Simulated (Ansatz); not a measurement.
# OsClBr: the cell at several levels of theory

One table from this session's results is given with a row withheld; the runs are named, their logs left out.

Code: Ansatz 0.2.0. PAW datasets, plane waves, zero pressure. All values are calculated for a non-magnetic cell, which may be hypothetical.

## The system as given

The sheet's in-plane cell has a = 3.360 Å, b = 3.360 Å (γ = 120.0°), and its outermost atoms lie 3.28 Å apart along the normal. Near Os stand 3 Cl at 2.54 Å and 3 Br at 2.54 Å; near Cl stand 3 Os at 2.54 Å; near Br stand 3 Os at 2.54 Å.

Structure file:

```
Os Cl Br
1.0
     3.36002    0.00000    0.00000
    -1.68001    2.90986    0.00000
     0.00000    0.00000   18.00000
Os Cl Br
1 1 1
Direct
  0.33333 0.66667 0.50000
  0.66667 0.33333 0.59113
  0.66667 0.33333 0.40887
```
Two periodic directions, a and b.

The first run:

The input, input.yaml:

```yaml
crystal:
  lattice:
    - [3.36001614, 0.0, 0.0]
    - [-1.68000807, 2.9098593344, 0.0]
    - [0.0, 0.0, 18.0]
  atoms:
    - { symbol: Os, position: [0.3333333333, 0.6666666667, 0.5] }
    - { symbol: Cl, position: [0.6666666667, 0.3333333333, 0.5911290467] }
    - { symbol: Br, position: [0.6666666667, 0.3333333333, 0.4088709533] }
  periodic: [true, true, false]
kpoints:
  mp_grid: { grid: [12, 12, 1] }
hamiltonian:
  xc: pbe
scf:
  occupations: { method: fermi_dirac, width: 0.02 }
relax:
  f_tol: 0.005
  cell: {}
```

Launch:

```bash
> ansatz run input.yaml --threads 4 --pin off --max-ram 5529MiB --backend cpu --events-out ev --progress --plain --runs-dir out
```

Steps of the session up to this table: Relaxing with PBE; Relaxing with r2SCAN; PBEsol: cell and atoms; Relaxing with LDA; Relaxing with HSE06.

One table of the session follows, with a row left open; its other results are not shown here.

```
 level  a (Å)  area (Å²/atom)
   PBE      ?               ?
r2SCAN  3.541           3.619
PBEsol  3.506           3.548
   LDA  3.478           3.493
 HSE06  3.533           3.603
```

Estimate the missing values for PBE.

**Answer.** a (Å): 3.561; area (Å²/atom): 3.661. In the column «a (Å)» it is the highest.

LDA gives the smallest cell and PBE the largest; they differ by 4.8 % in area, a mean of 2.4 % in length. The meshes differ: PBE 12×12×1, r2SCAN 12×12×1, PBEsol 12×12×1, LDA 12×12×1, HSE06 6×6×1.

Limits of these values: Warnings in the runs' records: slab cell height set.
